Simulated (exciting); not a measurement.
A run of exciting (release sodium) is set up as follows.

input.xml

```xml
<input>
  <title>TmBi</title>
  <structure speciespath="./" tshift="false">
    <crystal scale="1">
      <basevect>0.000000000000 5.896024831409 5.896024831409</basevect>
      <basevect>5.896024831409 0.000000000000 5.896024831409</basevect>
      <basevect>5.896024831409 5.896024831409 0.000000000000</basevect>
    </crystal>
    <species speciesfile="Bi.xml" rmt="2.3">
      <atom coord="0.000000000000 0.000000000000 0.000000000000" bfcmt="0 0 0"/>
    </species>
    <species speciesfile="Tm.xml" rmt="2.3">
      <atom coord="0.500000000000 0.500000000000 0.500000000000" bfcmt="0 0 -8"/>
    </species>
  </structure>
  <groundstate do="fromscratch" ngridk="7 7 7" rgkmax="9.5" gmaxvr="14" lmaxapw="10" lmaxmat="10" lmaxvr="8" xctype="GGA_PBE_SOL" stype="Fermi Dirac" swidth="0.00183747" nempty="26" ValenceRelativity="iora*" epsengy="1e-05" epspot="1e-05" maxscl="90" tforce="true" outputlevel="normal">
    <spin reducebf="0.5"/>
  </groundstate>
</input>
```

Potentials or basis: all-electron LAPW+lo, shipped species files, valence relativity iora*.

Command:

```sh
$ OMP_NUM_THREADS=1 exciting_smp
```

(1) What does it give for the band gap on the k mesh?

(2) Estimate the site moments.

(3) Estimate the net moment.

Results:

(1) none (metal or under the smearing width).

(2) Bi +0.01; Tm +1.39 μB.

(3) 1.45 μB per cell.

Caveat: the magnetic or orbital state may not be the lowest; spin-orbit coupling is left out, which moves the levels of the heavy elements; without U or exact exchange the open f shell lies at the Fermi level, which spoils levels, moments and volumes.
